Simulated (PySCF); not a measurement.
# H8O4Yb (Yb(H2O)43+): the cost of one run

Program: PySCF 2.14.0. Level of theory: PBE0, Yb lcecp-1-SVP with ECP59, O def2-SVP, H def2-SVP; scalar-relativistic core potentials, no spin–orbit coupling. These are calculated values, not measurements.

1 further run of the same task is left out (for a known fault of the program).

## Step 1: The system as given

13 atoms, charge 3, spin multiplicity 1.

Bond lengths: Yb1–O2 2.398 Å, Yb1–O5 2.398 Å, Yb1–O8 2.398 Å, Yb1–O11 2.398 Å, O2–H3 0.970 Å, O2–H4 0.970 Å, O5–H6 0.970 Å, O5–H7 0.970 Å, O8–H9 0.970 Å, O8–H10 0.970 Å, O11–H12 0.970 Å, O11–H13 0.970 Å. Angles: O2–Yb1–O5 109.5°, O2–Yb1–O8 109.5°, O2–Yb1–O11 109.5°, O5–Yb1–O8 109.5°, O5–Yb1–O11 109.5°, O8–Yb1–O11 109.5°, Yb1–O2–H3 127.5°, Yb1–O2–H4 127.5°, H3–O2–H4 105.1°, Yb1–O5–H6 127.5°, Yb1–O5–H7 127.5°, H6–O5–H7 105.1°, Yb1–O8–H9 127.5°, Yb1–O8–H10 127.5°, H9–O8–H10 105.1°, Yb1–O11–H12 127.5°, Yb1–O11–H13 127.5°, H12–O11–H13 105.1°.

As a file:

| atom | x (Å) | y (Å) | z (Å) |
| --- | --- | --- | --- |
| Yb1 | 0.0000 | 0.0000 | 0.0000 |
| O2 | 1.3842 | 1.3842 | 1.3842 |
| H3 | 1.7248 | 1.1804 | 2.2693 |
| H4 | 1.7248 | 2.2693 | 1.1804 |
| O5 | -1.3842 | -1.3842 | 1.3842 |
| H6 | -1.7248 | -1.1804 | 2.2693 |
| H7 | -1.7248 | -2.2693 | 1.1804 |
| O8 | 1.3842 | -1.3842 | -1.3842 |
| H9 | 1.7248 | -2.2693 | -1.1804 |
| H10 | 1.7248 | -1.1804 | -2.2693 |
| O11 | -1.3842 | 1.3842 | -1.3842 |
| H12 | -1.7248 | 2.2693 | -1.1804 |
| H13 | -1.7248 | 1.1804 | -2.2693 |

Formal oxidation states: Yb +3. Each metal's 13 4f electrons lie in its core potential, so multiplicities, spins and levels count the valence alone.

## Step 2: SCF at the start, singlet

run.py (the lines that set the calculation)

```python
mol = gto.M(atom='''
Yb     0.00000     0.00000     0.00000
O      1.38420     1.38420     1.38420
H      1.72480     1.18040     2.26930
H      1.72480     2.26930     1.18040
O     -1.38420    -1.38420     1.38420
H     -1.72480    -1.18040     2.26930
H     -1.72480    -2.26930     1.18040
O      1.38420    -1.38420    -1.38420
H      1.72480    -2.26930    -1.18040
H      1.72480    -1.18040    -2.26930
O     -1.38420     1.38420    -1.38420
H     -1.72480     2.26930    -1.18040
H     -1.72480     1.18040    -2.26930''',
    basis={'Yb': 'lcecp-1-SVP', 'O': 'def2-SVP', 'H': 'def2-SVP'},
    ecp={'Yb': 'lcecp-1-SVP'},
    charge=3, spin=0)
mf = dft.RKS(mol, xc='PBE0')
mf.grids.atom_grid = (50, 194)  # f atoms: unpruned, at least (60, 302)
mf = mf.density_fit()  # fitting sets: Yb AutoAux, O def2-universal-JKFIT, H def2-universal-JKFIT
mf.conv_tol = 1e-08; mf.max_cycle = 55
mf.kernel(dm0)  # dm0: free metal ions and neutral atoms
```

Command:

```console
$ OMP_NUM_THREADS=2 python run.py
```

What time and memory should one allow on 2 threads of AMD EPYC 7R43 (Zen 3), shared host?

About 5.9 s, with a peak of 0.79 GiB.
